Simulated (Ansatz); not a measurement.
## TlMoS2: single point with LDA+U

The system is TlMoS2.

```
CELL_PARAMETERS angstrom
1.93711 1.11839 7.03243
-1.93711 1.11839 7.03243
0.00000 -2.23678 7.03243
ATOMIC_POSITIONS crystal
Tl 0.50000 0.50000 0.50000
Mo 0.00000 0.00000 0.00000
S 0.26670 0.26670 0.26670
S 0.73330 0.73330 0.73330
```

The cell comes from a database or a generator and needn't be the stable form of this composition.

```yaml
Program: Ansatz 0.2.0
Task: single point
Functional: LDA
Potentials_or_basis: Ansatz PAW
Cutoff: "420 eV (not typed: the program's choice for these potentials)"
k_mesh: 6 × 6 × 6
Occupations: gaussian, width 0.05 eV
Spin: collinear spin, ferromagnetic start
Starting_moments: "[0.0, 3.0, 0.0, 0.0] μB"
Fixed_moment: 3 μB
Hubbard_terms: Mo d U = 3 eV
```

| Item | Value |
| --- | --- |
| Pressure | -7.3 GPa |
| Largest force | 1.229 eV/Å |
| Net moment | 3.00 μB per cell |
| Absolute moment | 3.25 μB per cell |
| Site moments | Tl -0.01; Mo +2.34; S -0.03 μB |

Forces on the atoms (eV/Å):
```
Tl   0.000  0.000  0.000
Mo   0.000  0.000  0.000
S    0.000  0.000  1.229
S    0.000  0.000 -1.229
```

Stress tensor (GPa, compression positive):
```
-7.68  0.00  0.00
 0.00 -7.68  0.00
 0.00  0.00 -6.42
```

Eigenvalues of the final occupation matrices:
| site | spin | trace | eigenvalues |
| --- | --- | --- | --- |
| site 1 | 1 | 3.89 | 0.47 0.47 0.98 0.98 0.98 |
| site 1 | 2 | 0.86 | 0.08 0.09 0.09 0.30 0.30 |

Wall time 5.1 s on 2 threads of Intel(R) Xeon(R) Platinum 8488C (Sapphire Rapids) (shared host), peak memory 0.58 GiB.

Caveat: the magnetic or orbital state may not be the lowest; the total moment is fixed, so each spin has its own Fermi level; the PAW data sets come from PBE, with cores solved anew for the run's functional, which leaves a small shift of forces and pressure; forces of over 1 eV/Å show positions far from the minimum, so gaps and moduli don't describe the material at rest; the thresholds are loose for stress. The state reached can hang on the start; a lower one may exist.
